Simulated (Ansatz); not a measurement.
# C6H12O: a ladder of functionals and wavefunction methods

One table from this session's results is given with a row withheld; the runs are named, their logs left out.

Computed with Ansatz 0.2.0, Gaussian basis. Level: functionals in def2-TZVPP, the program's frozen cores in correlated methods.

The runs, in order: LDA (SPW92), PBE-D4, revPBE-D4, BLYP-D4, r2SCAN-D4, B97M-V, PBE0-D4, B3LYP-D4, r2SCANh-D4, r2SCAN0-D4, HSE06-D4, BHLYP-D4, CAM-B3LYP-D4, LC-ωPBE, ωB97X-V, ωB97M-V, B2PLYP, PBE-QIDH; CCSD(T)/def2-SVP; CCSD(T)/def2-TZVPP; MP2/def2-QZVPP; extrapolation to the limit; RPA on PBE.

## The geometry

All runs share one geometry, relaxed beforehand with PBE0-D4 in a triple-zeta def2 set.

SMILES `OC1CCCCC1`, 19 atoms, charge 0, spin multiplicity 1.

Atoms are counted from 1 here; the program's logs count them from 0.

Bond lengths: O1–C2 1.420 Å, O1–H8 0.961 Å, C2–C3 1.527 Å, C2–C7 1.530 Å, C2–H9 1.100 Å, C3–C4 1.519 Å, C3–H10 1.092 Å, C3–H11 1.095 Å, C4–C5 1.534 Å, C4–H12 1.093 Å, C4–H13 1.094 Å, C5–C6 1.534 Å, C5–H14 1.094 Å, C5–H15 1.094 Å, C6–C7 1.521 Å, C6–H16 1.093 Å, C6–H17 1.096 Å, C7–H18 1.095 Å and more. Angles: C2–O1–H8 108.3°, O1–C2–C3 107.3°, O1–C2–C7 111.4°, O1–C2–H9 109.1°, C3–C2–C7 111.5°, C3–C2–H9 108.6°, C7–C2–H9 108.9°, C2–C3–C4 111.4°, C2–C3–H10 107.9°, C2–C3–H11 109.3°, C4–C3–H10 111.7°, C4–C3–H11 109.6°, H10–C3–H11 106.8°, C3–C4–C5 110.7°, C3–C4–H12 110.8°, C3–C4–H13 108.6°, C5–C4–H12 110.3°, C5–C4–H13 110.2° and more.

The first run:

in.yaml reads:

```yaml
crystal:
  periodic: [false, false, false]
  atoms:
    - {symbol: O, position_ang: [0.162593, -1.864599, -1.581562]}
    - {symbol: C, position_ang: [0.278878, -1.295636, -0.285369]}
    - {symbol: C, position_ang: [1.329121, -0.189717, -0.367949]}
    - {symbol: C, position_ang: [0.690880, 1.161732, -0.640798]}
    - {symbol: C, position_ang: [-0.208026, 1.582073, 0.528421]}
    - {symbol: C, position_ang: [-0.859236, 0.370850, 1.209091]}
    - {symbol: C, position_ang: [-1.064657, -0.756425, 0.208758]}
    - {symbol: H, position_ang: [-0.577562, -2.477345, -1.576150]}
    - {symbol: H, position_ang: [0.634362, -2.065228, 0.415732]}
    - {symbol: H, position_ang: [2.043794, -0.463249, -1.147444]}
    - {symbol: H, position_ang: [1.886881, -0.148357, 0.573432]}
    - {symbol: H, position_ang: [1.454482, 1.921669, -0.824189]}
    - {symbol: H, position_ang: [0.104105, 1.090702, -1.561809]}
    - {symbol: H, position_ang: [0.374435, 2.144295, 1.264423]}
    - {symbol: H, position_ang: [-0.982967, 2.263776, 0.165236]}
    - {symbol: H, position_ang: [-1.806774, 0.656895, 1.671995]}
    - {symbol: H, position_ang: [-0.222341, 0.008599, 2.023877]}
    - {symbol: H, position_ang: [-1.661809, -1.566462, 0.639489]}
    - {symbol: H, position_ang: [-1.617761, -0.378071, -0.658584]}
basis:
  gaussian: {orbitals: def2-TZVPP}
hamiltonian: {xc: lda}
output: {orbitals: {seedname: orbitals}}
```

Started as:

```bash
$ ansatz run in.yaml --threads 2 --pin off --events-out ev --progress --plain --max-ram 32768MiB --backend cuda --devices 0, --max-vram 18GiB
```

Steps of the session up to this table: LDA; PBE-D4 (GGA); revPBE-D4 (GGA); BLYP-D4 (GGA); r2SCAN-D4 (meta-GGA); B97M-V (meta-GGA); PBE0-D4 (hybrid); B3LYP-D4 (hybrid); r2SCANh-D4 (hybrid); r2SCAN0-D4 (hybrid); HSE06-D4 (hybrid); BHLYP-D4 (hybrid); CAM-B3LYP-D4 (range-separated); LC-ωPBE (range-separated); ωB97X-V (range-separated); ωB97M-V (range-separated); B2PLYP (double hybrid); PBE-QIDH (double hybrid).

One table of the session follows, with a row left open; its other results are not shown here.

It belongs to the step «Frontier levels by functional». 

```
  functional  HOMO (eV)  LUMO (eV)  gap (eV)
 LDA (SPW92)      -6.11       0.04      6.15
      PBE-D4      -5.97       0.19      6.16
   revPBE-D4      -5.90       0.27      6.17
     BLYP-D4      -5.90       0.17      6.07
   r2SCAN-D4      -6.29       0.92      7.21
      B97M-V          ?          ?         ?
     PBE0-D4      -7.55       1.01      8.57
    B3LYP-D4      -7.34       0.66      8.00
  r2SCANh-D4      -6.89       1.15      8.04
  r2SCAN0-D4      -7.78       1.49      9.27
    HSE06-D4      -7.15       0.64      7.79
    BHLYP-D4      -9.08       1.61     10.69
CAM-B3LYP-D4      -9.04       1.77     10.80
     LC-ωPBE     -10.35       3.07     13.42
     ωB97X-V     -10.04       2.86     12.90
     ωB97M-V      -9.97       2.42     12.39
```

**Question.** Estimate the row for B97M-V.

The run gave: HOMO (eV): -6.47; LUMO (eV): 0.35; gap (eV): 6.82. In the column «HOMO (eV)» it lies between r2SCANh-D4 (-6.89) and r2SCAN-D4 (-6.29).
